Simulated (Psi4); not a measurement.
**GeNH2Cl (SMILES [NH2][Ge][Cl]): a chain of runs**

Aim: a series of 9 runs (PBE0-D4/def2-TZVP, PBE-D4/def2-TZVPP, r2SCAN-D4/def2-TZVPP, B3LYP-D4/def2-TZVPP, PBE0-D4/def2-TZVPP, wB97M-V/def2-TZVPP, CCSD(T)/def2-TZVPP, MP2/def2-QZVPP) of GeNH2Cl. 

The results are computed with Psi4 1.11.

## (1) Starting point

GeNH2Cl: 5 atoms, total charge 0, spin state singlet. SMILES: `[NH2][Ge][Cl]`. The run starts from this shape.

Bond lengths: N1–Ge2 1.811 Å, Ge2–Cl3 2.209 Å, N1–H4 1.009 Å, N1–H5 1.008 Å. Angles: N1–Ge2–Cl3 95.8°, Ge2–N1–H4 124.3°, Ge2–N1–H5 122.3°, H4–N1–H5 113.4°.

## (2) A geometry optimisation at PBE0-D4/def2-TZVP (density fitting) (run 2)

calc.in reads:

```
memory 3300 mb

molecule m {
  N     -0.497370     0.244810    -0.321260
  Ge    -0.102080    -1.245500     0.628350
  Cl     1.971620    -0.656900     1.113090
  H      0.146620     1.005280    -0.479680
  H     -1.399890     0.389630    -0.746730
  symmetry c1
}

set {
  basis def2-TZVP
  scf_type df
  geom_maxiter 50
  max_force_g_convergence 0.0002
}

e, wfn = optimize("pbe0-d4", return_wfn=True)
```

On the command line:

```console
$ psi4 -n 2 calc.in calc.out
```

calc.out:

```text
[...]
  Running in c1 symmetry.
[...]
  Nuclear repulsion =  243.248500218746926
[...]
  Multiplicity = 1
[...]
  Nalpha       = 29
  Nbeta        = 29
[...]
    Number of basis functions: 128
[...]
   @DF-RKS iter   1: -2591.24073779135188   -2.13598e+00   2.37648e-02 ADIIS/DIIS
[...]
   @DF-RKS iter  13: -2592.78828790077341   -2.72848e-12   1.97624e-09 DIIS
[...]
  @DF-RKS Final Energy: -2592.78828790077341
   => Energetics <=
    Nuclear Repulsion Energy =            243.2485002187469263
    One-Electron Energy =               -4091.6487086970423661
    Two-Electron Energy =                1342.0703033184524884
    DFT Exchange-Correlation Energy =     -86.4550701844873117
    Empirical Dispersion Energy =          -0.0033125564432758
    VV10 Nonlocal Energy =                  0.0000000000000000
    Total Energy =                      -2592.7882879007738666
[...]
 Multipole Moments:
 ------------------------------------------------------------------------------------
     Multipole            Electronic (a.u.)      Nuclear  (a.u.)        Total (a.u.)
 ------------------------------------------------------------------------------------
 L = 1.  Multiply by 2.5417464519 to convert [e a0] to [Debye]
 Dipole X            :         -2.5299857            1.5617854           -0.9682002
 Dipole Y            :         -5.8740481            6.1570952            0.2830471
 Dipole Z            :          2.1665755           -2.6912766           -0.5247011
 Magnitude           :                                                    1.1370306
[...]
  -Total Gradient:
     Atom            X                  Y                   Z
    ------   -----------------  -----------------  -----------------
       1       -0.000056081983    -0.000044564337     0.000001373995
       2        0.000040435902     0.000018592318     0.000006293069
       3       -0.000001280560     0.000039241328    -0.000021886235
       4       -0.000005912501     0.000013713764    -0.000008784531
       5       -0.000011298500     0.000006918902    -0.000008283266
[...]
    Final optimized geometry and variables:
    Molecular point group: c1
    Full point group: C1
    Geometry (in Angstrom), charge = 0, multiplicity = 1:
    N           -0.923053771415     1.127101628766    -0.958823142285
    GE          -0.527763771415    -0.363208371234    -0.009213142285
    CL           1.545936228585     0.225391628766     0.475526857715
    H           -0.279063771415     1.887571628766    -1.117243142285
    H           -1.825573771415     1.271921628766    -1.384293142285
    Psi4 run time: 0:00:10.04
```

On the terminal:

```text
Optimizer: Optimization complete!
```

Run time: 12 s. Hardware: 2 threads of AMD EPYC 7R43 (Zen 3), shared host; peak memory 0.66 GiB.

## (3) Vibrational wavenumbers at PBE0-D4/def2-TZVP (density fitting) (run 3)

job.in reads:

```
memory 3300 mb

molecule {
  0 1
  N     -0.497370     0.244810    -0.321260
  Ge    -0.102080    -1.245500     0.628350
  Cl     1.971620    -0.656900     1.113090
  H      0.146620     1.005280    -0.479680
  H     -1.399890     0.389630    -0.746730
  units angstrom
  symmetry c1
}

set basis def2-TZVP
set scf_type df
set rotational_symmetry_number 1

result, w = frequencies('pbe0-d4', return_wfn=True)
```

On the command line:

```console
$ psi4 -n 2 job.in job.out
```

job.out:

```text
[...]
  Running in c1 symmetry.
[...]
  Nuclear repulsion =  243.248500218746983
[...]
  Multiplicity = 1
[...]
  Nalpha       = 29
  Nbeta        = 29
[...]
    Number of basis functions: 128
[...]
   @DF-RKS iter   1: -2591.24073778764523   -2.13598e+00   2.37648e-02 DIIS/ADIIS
[...]
   @DF-RKS iter  13: -2592.78828714599240   -1.36424e-12   1.97589e-09 DIIS
[...]
  @DF-RKS Final Energy: -2592.78828714599240
   => Energetics <=
    Nuclear Repulsion Energy =            243.2465452079590023
    One-Electron Energy =               -4091.6451815756236101
    Two-Electron Energy =                1342.0685697354992953
    DFT Exchange-Correlation Energy =     -86.4549080184059733
    Empirical Dispersion Energy =          -0.0033124954211140
    VV10 Nonlocal Energy =                  0.0000000000000000
    Total Energy =                      -2592.7882871459923990
[...]
  -Total Gradient:
     Atom            X                  Y                   Z
    ------   -----------------  -----------------  -----------------
       1        0.000673656230     0.000059078817     0.000221470317
       2        0.000075723698     0.000062111747     0.000026653291
       3        0.000003351839     0.000019900445    -0.000035127050
       4       -0.000140784042    -0.000203636188     0.000089711947
       5       -0.000646182539     0.000096426068    -0.000333935808
[...]
  ==> Harmonic Vibrational Analysis <==
[...]
  Freq [cm^-1]                 210.8962            378.6331            434.2486
[...]
  IR activ [km/mol]             2.0871             70.7339             189.7877
[...]
  Freq [cm^-1]                 504.2504            700.8511            734.6674
[...]
  IR activ [km/mol]            18.1020             54.6297             45.1652
[...]
  Freq [cm^-1]                1547.3555           3572.7533           3694.0307
[...]
  IR activ [km/mol]            49.7461             25.9824             36.3215
[...]
  Total E_0, Enthalpy at 0 [K]                                                        -2592.76145635 [Eh]
[...]
  Total H, Enthalpy at  298.15 [K]                                                    -2592.75609072 [Eh]
[...]
  Total G, Gibbs energy at  298.15 [K]                                                -2592.78977472 [Eh]
[...]
```

On the terminal:

```text
Warning: used thermodynamics relations inappropriate for low-frequency modes: ['210.8962' '378.6331' '434.2486' '504.2504']
```

Wall time 2.7 min (2 threads of AMD EPYC 7R43 (Zen 3), shared host); peak memory 0.78 GiB.

Runs 4 to 7 aren't shown in full; the table further down has their settings and results.

## (4) The energy at wB97M-V/def2-TZVPP (density fitting) (run 8)

input.dat reads:

```
memory 3.3 GB

molecule molecule1 {
  0 1
  N     -0.497370     0.244810    -0.321260
  Ge    -0.102080    -1.245500     0.628350
  Cl     1.971620    -0.656900     1.113090
  H      0.146620     1.005280    -0.479680
  H     -1.399890     0.389630    -0.746730
  symmetry c1
}

set scf_type df
set dft_radial_points 99
set dft_spherical_points 590
set dft_vv10_postscf true

energy('wb97m-v/def2-TZVPP')
```

On the command line:

```console
$ psi4 -n 2 input.dat output.dat
```

output.dat:

```text
[...]
  Running in c1 symmetry.
[...]
  Nuclear repulsion =  243.248500218746926
[...]
  Multiplicity = 1
[...]
  Nalpha       = 29
  Nbeta        = 29
[...]
    Number of basis functions: 149
[...]
   @DF-RKS iter   1: -2591.93575442139263   -2.52051e+00   1.98174e-02 DIIS/ADIIS
[...]
   @DF-RKS iter   9: -2593.34848028013721   -2.15096e-07   7.43022e-07 DIIS
[...]
    Orbital Energies [Eh]
    ---------------------
    Doubly Occupied:
       1A   -399.360520     2A   -101.841635     3A    -50.086136
       4A    -44.491411     5A    -44.490243     6A    -44.488451
       7A    -14.509126     8A     -9.615141     9A     -7.316581
      10A     -7.313476    11A     -7.312567    12A     -6.419816
      13A     -4.558005    14A     -4.554382    15A     -4.548661
      16A     -1.352069    17A     -1.350636    18A     -1.347543
      19A     -1.346108    20A     -1.342992    21A     -0.984294
      22A     -0.912926    23A     -0.635403    24A     -0.614375
      25A     -0.479716    26A     -0.427580    27A     -0.412030
      28A     -0.385070    29A     -0.357350
[...]
  @DF-RKS Final Energy: -2593.10879315131342
   => Energetics <=
    Nuclear Repulsion Energy =            243.2485002187469263
    One-Electron Energy =               -4091.3474205360680571
    Two-Electron Energy =                1345.0310284734498509
    DFT Exchange-Correlation Energy =     -90.2809604845344325
    Empirical Dispersion Energy =           0.0000000000000000
    VV10 Nonlocal Energy =                  0.2400591770923321
    Total Energy =                      -2593.1087931513134208
[...]
 Multipole Moments:
 ------------------------------------------------------------------------------------
     Multipole            Electronic (a.u.)      Nuclear  (a.u.)        Total (a.u.)
 ------------------------------------------------------------------------------------
 L = 1.  Multiply by 2.5417464519 to convert [e a0] to [Debye]
 Dipole X            :         -2.5491176            1.5617854           -0.9873321
 Dipole Y            :         -5.9248062            6.1570952            0.2322890
 Dipole Z            :          2.1863490           -2.6912766           -0.5049277
 Magnitude           :                                                    1.1330202
[...]
```

Run time: 31 s. Hardware: 2 threads of AMD EPYC 7R43 (Zen 3), shared host; peak memory 1.6 GiB.

Run 9 isn't shown in full; the table further down has it.

## (5) A single-point energy at MP2/def2-QZVPP (density fitting, density fitting for correlation) (run 10)

input.dat reads:

```
memory 3300 MB

molecule {
  0 1
  N     -0.497370     0.244810    -0.321260
  Ge    -0.102080    -1.245500     0.628350
  Cl     1.971620    -0.656900     1.113090
  H      0.146620     1.005280    -0.479680
  H     -1.399890     0.389630    -0.746730
  symmetry c1
}

set globals {
  reference rhf
  scf_type df
  num_frozen_docc 15
}

e, wfn = energy('mp2/def2-QZVPP', return_wfn=True)
```

On the command line:

```console
$ psi4 -i input.dat -o output.dat -n 2
```

output.dat:

```text
[...]
  Running in c1 symmetry.
[...]
  Nuclear repulsion =  243.248500218746926
[...]
  Multiplicity = 1
[...]
  Nalpha       = 29
  Nbeta        = 29
[...]
    Number of basis functions: 276
[...]
   @DF-RHF iter   1: -2589.36577795276753   -3.37186e+00   1.11282e-02 DIIS/ADIIS
[...]
   @DF-RHF iter  12: -2590.64257235903960   -7.59428e-11   7.52379e-09 DIIS
[...]
    Orbital Energies [Eh]
    ---------------------
    Doubly Occupied:
       1A   -405.263368     2A   -104.805148     3A    -52.167561
       4A    -46.254812     5A    -46.254087     6A    -46.252914
       7A    -15.562868     8A    -10.531443     9A     -7.998047
      10A     -7.997200    11A     -7.997055    12A     -7.211221
      13A     -5.186125    14A     -5.183539    15A     -5.179673
      16A     -1.662947    17A     -1.661414    18A     -1.658588
      19A     -1.656547    20A     -1.652320    21A     -1.145938
      22A     -1.058943    23A     -0.687551    24A     -0.676552
      25A     -0.521023    26A     -0.463505    27A     -0.450558
      28A     -0.420590    29A     -0.368707
[...]
  @DF-RHF Final Energy: -2590.64257235903960
   => Energetics <=
    Nuclear Repulsion Energy =            243.2485002187469263
    One-Electron Energy =               -4091.9216563448703710
    Two-Electron Energy =                1258.0305837670839537
    Total Energy =                      -2590.6425723590396046
[...]
 Multipole Moments:
 ------------------------------------------------------------------------------------
     Multipole            Electronic (a.u.)      Nuclear  (a.u.)        Total (a.u.)
 ------------------------------------------------------------------------------------
 L = 1.  Multiply by 2.5417464519 to convert [e a0] to [Debye]
 Dipole X            :         -2.5493199            1.5617854           -0.9875345
 Dipole Y            :         -5.9373783            6.1570952            0.2197169
 Dipole Z            :          2.1929980           -2.6912766           -0.4982786
 Magnitude           :                                                    1.1277329
[...]
```

It took 9.6 s on 2 threads of AMD EPYC 7R43 (Zen 3), shared host; peak memory 0.76 GiB.

## (6) The series

| run | level | task | geom maxiter | energy (Eh) | dipole moment (D) | HOMO energy (eV) | LUMO energy (eV) | wall time |
| --- | --- | --- | --- | --- | --- | --- | --- | --- |
| 2 | PBE0-D4/def2-TZVP (density fitting) | optimise | 50 | -2592.788288 | 2.89 | -7.52 | -1.80 | 12 s |
| 3 | PBE0-D4/def2-TZVP (density fitting) | frequencies | – | -2592.788288 | 2.89 | – | – | 2.7 min |
| 4 | PBE-D4/def2-TZVPP (density fitting) | energy | – | -2592.703095 | 2.82 | -6.40 | -2.55 | 14 s |
| 5 | r2SCAN-D4/def2-TZVPP (density fitting) | energy | – | -2593.194081 | 2.89 | -6.70 | -2.50 | 29 s |
| 6 | B3LYP-D4/def2-TZVPP (density fitting) | energy | – | -2593.336031 | 2.86 | -7.35 | -2.01 | 14 s |
| 7 | PBE0-D4/def2-TZVPP (density fitting) | properties | – | -2592.789994 | 2.87 | -7.52 | -1.81 | 14 s |
| 8 | wB97M-V/def2-TZVPP (density fitting) | energy | – | -2593.108793 | 2.88 | -9.72 | 0.10 | 31 s |
| 9 | CCSD(T)/def2-TZVPP (density fitting, density fitting for correlation) | energy | – | -2591.268876 | – | -9.97 | 1.23 | 2.4 min |
| 10 | MP2/def2-QZVPP (density fitting, density fitting for correlation) | energy | – | -2591.576669 | – | -10.03 | 1.02 | 9.6 s |

## (7) Results

| quantity | value |
| --- | --- |
| run 10, MP2/def2-QZVPP: total energy | -2591.57667 Eh |
| run 10, MP2/def2-QZVPP: HOMO energy (Hartree–Fock orbitals) | -10.03 eV |
| run 10, MP2/def2-QZVPP: LUMO energy (Hartree–Fock orbitals) | 1.02 eV |
| run 10, MP2/def2-QZVPP: HOMO–LUMO gap (Hartree–Fock orbitals) | 11.05 eV |
| run 10, MP2/def2-QZVPP: correlation energy (15 core orbitals frozen) | -934.1 mEh |

In words: Over runs 2, 3, 4, 5, 6, 7, 8 the dipole moment (its size) runs from 2.82 D (PBE-D4/def2-TZVPP) to 2.89 D (PBE0-D4/def2-TZVP). The two ends differ in method and basis. Over runs 2, 4, 5, 6, 7, 8 the HOMO–LUMO gap runs from 3.86 eV (PBE-D4/def2-TZVPP) to 9.83 eV (wB97M-V/def2-TZVPP). Totals of different functionals can't be ranked against each other. All runs together took 7.1 min, the longest 2.7 min.
